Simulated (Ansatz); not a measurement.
Molecular dynamics of Li

Input file:

```yaml
crystal:
  lattice:
    - [6.98, 0.0, 0.0]
    - [0.0, 6.98, 0.0]
    - [0.0, 0.0, 6.98]
  atoms:
    - { symbol: Li, position: [0.0, 0.0, 0.0] }
    - { symbol: Li, position: [0.5, 0.0, 0.0] }
    - { symbol: Li, position: [0.0, 0.5, 0.0] }
    - { symbol: Li, position: [0.0, 0.0, 0.5] }
    - { symbol: Li, position: [0.25, 0.25, 0.25] }
    - { symbol: Li, position: [0.5, 0.5, 0.0] }
    - { symbol: Li, position: [0.5, 0.0, 0.5] }
    - { symbol: Li, position: [0.75, 0.25, 0.25] }
    - { symbol: Li, position: [0.0, 0.5, 0.5] }
    - { symbol: Li, position: [0.25, 0.75, 0.25] }
    - { symbol: Li, position: [0.25, 0.25, 0.75] }
    - { symbol: Li, position: [0.5, 0.5, 0.5] }
    - { symbol: Li, position: [0.75, 0.75, 0.25] }
    - { symbol: Li, position: [0.75, 0.25, 0.75] }
    - { symbol: Li, position: [0.25, 0.75, 0.75] }
    - { symbol: Li, position: [0.75, 0.75, 0.75] }
basis:
  ecutwfc: 420.0
kpoints:
  mp_grid: { grid: [2, 2, 2] }
hamiltonian:
  xc: pbe
  dispersion: d3bj
scf:
  occupations: { method: fermi_dirac, width: 0.16 }
  lower_state_search: "off"
md:
  timestep: 1
  n_steps: 230
  ensemble: nvt_langevin
  temperature: 1800.0
  initial_velocities: maxwell_boltzmann
  seed: 903889
  friction: 0.02
```

Launched with:

```bash
$ ansatz run input.yaml --threads 1 --pin off --max-ram 3072MiB --backend cpu --events-out ev --progress --plain --runs-dir out
```

It starts from a structure without forces on its atoms.

Output, in part (step lines):

```
md step     0: t =     0.00 fs  T =  1687.5 K  F+E_penalty+E_count = -3277.61313698 eV  E_kin = 3.490020 eV  (6 SCF iters)
md step     1: t =     1.00 fs  T =  1768.8 K  F+E_penalty+E_count = -3277.60766364 eV  E_kin = 3.658066 eV  (6 SCF iters)
md step     2: t =     2.00 fs  T =  1875.3 K  F+E_penalty+E_count = -3277.59086642 eV  E_kin = 3.878432 eV  (6 SCF iters)
md step     3: t =     3.00 fs  T =  1868.2 K  F+E_penalty+E_count = -3277.56214111 eV  E_kin = 3.863783 eV  (6 SCF iters)
md step     4: t =     4.00 fs  T =  1847.7 K  F+E_penalty+E_count = -3277.52235992 eV  E_kin = 3.821414 eV  (6 SCF iters)
md step     5: t =     5.00 fs  T =  1770.1 K  F+E_penalty+E_count = -3277.47272184 eV  E_kin = 3.660942 eV  (5 SCF iters)
md step     6: t =     6.00 fs  T =  1683.5 K  F+E_penalty+E_count = -3277.41543500 eV  E_kin = 3.481750 eV  (5 SCF iters)
md step     7: t =     7.00 fs  T =  1654.7 K  F+E_penalty+E_count = -3277.35200850 eV  E_kin = 3.422144 eV  (4 SCF iters)
[... lines left out ...]
md step   229: t =   229.00 fs  T =   852.5 K  F+E_penalty+E_count = -3273.70727963 eV  E_kin = 1.763197 eV  (5 SCF iters)
md step   230: t =   230.00 fs  T =   886.3 K  F+E_penalty+E_count = -3273.74803785 eV  E_kin = 1.833104 eV  (6 SCF iters)
```

The steps, from the saved trajectory:

```
time (fs)  T (K)  potential energy less start (eV)
      0.0   1688                             0.000
      7.0   1655                             0.261
     14.0   1386                             0.913
     21.0   1267                             1.599
     28.0   1523                             2.245
     35.0   1197                             2.976
     42.0   1210                             3.476
     49.0    935                             3.912
     56.0   1227                             3.593
     63.0   1644                             3.047
     70.0   1708                             2.988
     77.0   1647                             3.165
     84.0   1714                             3.512
     91.0   1679                             3.628
     98.0   1733                             3.397
    105.0   1689                             2.933
    112.0   1851                             2.590
    119.0   1870                             2.692
    126.0   1671                             3.123
    133.0   1714                             3.394
    140.0   1789                             3.372
    147.0   1402                             3.185
    154.0   1700                             3.065
    161.0   1176                             3.227
    168.0   1206                             3.313
    175.0   1470                             3.109
    182.0   1789                             2.936
    189.0   1420                             2.923
    196.0   1890                             2.863
    203.0   1468                             3.031
    210.0   1354                             3.381
    217.0   1483                             3.841
    224.0   1022                             4.038
```

All steps were run. The mean temperature of the second half is 16 % below the set value. A run of 0.23 ps of so small a system gives no equilibrium averages. Limits of this set-up: coarse k mesh.

Mean squared displacements from the first frame to the last, about the centre of mass: Li 1.07 Å².

Last frame:

```xyz
16
Lattice="6.9800 0.0000 0.0000 0.0000 6.9800 0.0000 0.0000 0.0000 6.9800" Properties=species:S:1:pos:R:3
Li 0.141 0.619 -0.089
Li 3.593 -0.572 -1.059
Li -0.815 3.366 0.336
Li 0.453 -0.820 4.360
Li 1.732 1.017 2.107
Li 3.054 2.158 0.171
Li 3.917 -0.348 2.563
Li 5.325 1.370 2.120
Li 0.831 4.405 2.596
Li 2.028 5.044 0.450
Li 0.903 1.959 4.554
Li 2.905 2.906 2.947
Li 5.530 5.606 1.488
Li 5.102 0.677 4.810
Li 2.287 3.814 5.128
Li 5.056 4.699 3.692
```

Run time: 13 min on 1 thread of Arm Neoverse V2 (shared host), peak memory 0.51 GiB.
